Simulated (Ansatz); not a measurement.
# In3BS3: a short molecular-dynamics run

Aim: set In3BS3 (a randomly packed cell, 14 atoms, not relaxed) in motion for 8 steps of 1 fs under a Langevin thermostat and barostat at 1200 K and 1 GPa, and see how temperature, energy and positions respond.

Program: Ansatz 0.2.0. Level of theory: DFT PBE, plane waves, PAW, scalar-relativistic, no spin polarisation. These are calculated values, not measurements.

## 1. The starting structure

The cell holds 14 atoms (B2In6S6): a = 7.865 Å, b = 6.912 Å, c = 6.436 Å, α = 98.16°, β = 94.52°, γ = 90.86°.

Coordinates:

```cif
data_structure
_symmetry_space_group_name_H-M 'P 1'
_symmetry_Int_Tables_number 1
_cell_length_a 7.8655
_cell_length_b 6.9121
_cell_length_c 6.4365
_cell_angle_alpha 98.158
_cell_angle_beta 94.523
_cell_angle_gamma 90.857
_cell_volume 345.19
loop_
_atom_site_label
_atom_site_type_symbol
_atom_site_fract_x
_atom_site_fract_y
_atom_site_fract_z
_atom_site_occupancy
S1 S 0.16955 0.58278 0.13689 1
S2 S 0.74444 0.11829 0.62076 1
S3 S 0.77441 0.08018 0.12918 1
S4 S 0.31596 0.88622 0.97734 1
S5 S 0.77195 0.41360 0.95051 1
S6 S 0.43684 0.29275 0.58425 1
In1 In 0.84905 0.72228 0.31980 1
In2 In 0.47152 0.84219 0.40985 1
In3 In 0.09422 0.22297 0.82356 1
In4 In 0.12914 0.06718 0.32958 1
In5 In 0.17999 0.60817 0.60722 1
In6 In 0.44861 0.29304 0.12205 1
B1 B 0.90174 0.35712 0.43465 1
B2 B 0.49611 0.59140 0.87010 1
```

## 2. Molecular dynamics

Contents of input.yaml:

```yaml
crystal:
  lattice:
    - [7.707189, 0.623166, -1.440936]
    - [-0.745485, 6.856479, -0.457651]
    - [0.709282, -0.417549, 6.38362]
  atoms:
    - { symbol: S, position: [0.169545, 0.582781, 0.136895] }
    - { symbol: S, position: [0.744443, 0.118289, 0.620762] }
    - { symbol: S, position: [0.77441, 0.080176, 0.129181] }
    - { symbol: S, position: [0.315959, 0.886219, 0.977343] }
    - { symbol: S, position: [0.771953, 0.413602, 0.950506] }
    - { symbol: S, position: [0.436839, 0.29275, 0.584247] }
    - { symbol: In, position: [0.849048, 0.722281, 0.319804] }
    - { symbol: In, position: [0.471519, 0.842188, 0.40985] }
    - { symbol: In, position: [0.09422, 0.22297, 0.823565] }
    - { symbol: In, position: [0.129143, 0.067181, 0.329583] }
    - { symbol: In, position: [0.179989, 0.608167, 0.607223] }
    - { symbol: In, position: [0.448615, 0.29304, 0.12205] }
    - { symbol: B, position: [0.901744, 0.357121, 0.434645] }
    - { symbol: B, position: [0.496112, 0.591405, 0.870104] }
kpoints:
  mp_grid: { grid: [2, 3, 4] }
magnetization:
  spin_polarized: false
scf:
  occupations: { method: cold, width: 0.15 }
  max_iter: 60
hamiltonian:
  pseudopotentials: { kind: paw }
  xc: pbe
basis:
  ecutwfc: 420
md:
  timestep: 1.0
  n_steps: 8
  ensemble: npt_langevin
  temperature: 1200.0
  initial_velocities: maxwell_boltzmann
  seed: 702352
  pressure: 1.0
```

Command:

```bash
> ansatz run input.yaml --threads 2 --pin off --max-ram 2560MiB --backend cpu --events-out ev --progress --plain --runs-dir out
```

Before running it: what results should come out? Wanted: temperature, first and last step; temperature, second half; potential energy, second half; largest change of the conserved energy; volume, first and last step; mean square displacement, second half.

The runs gave:

| quantity | value |
| --- | --- |
| length | 8 steps of 1 fs |
| temperature, first and last step | 1114 and 1176 K |
| temperature, second half | mean 1150 K, from 1108 to 1176 K |
| potential energy, second half | -12 meV/atom from the start |
| largest change of the conserved energy | 0.02 meV/atom |
| volume, first and last step | 24.66 and 24.54 Å³/atom |
| mean square displacement, second half | B 0.004, S 0.002, In 0.001 Å² |

What this shows: Against a set 1200 K the second half averages 1150 K with a spread of 23 K (in equilibrium 14 atoms would scatter by about 262 K, over a far longer run). The conserved energy strays from its start by at most 0.02 meV/atom, under 0.1 % of the mean kinetic energy, which is good for a step of 1 fs. Over the second half B atoms stand 0.1 Å (root mean square) from where they began, and the farthest move is 0.1 Å. The volume changes by -0.5 % from first to last step, and is still moving at the end, so it is no equilibrium value. Settings off the usual here: kpoints.mp_grid.grid, scf.max_iter; they were drawn at random, not all are sound, and the numbers needn't be the system's own. 8 fs on 14 atoms is far too short and small for converged averages.
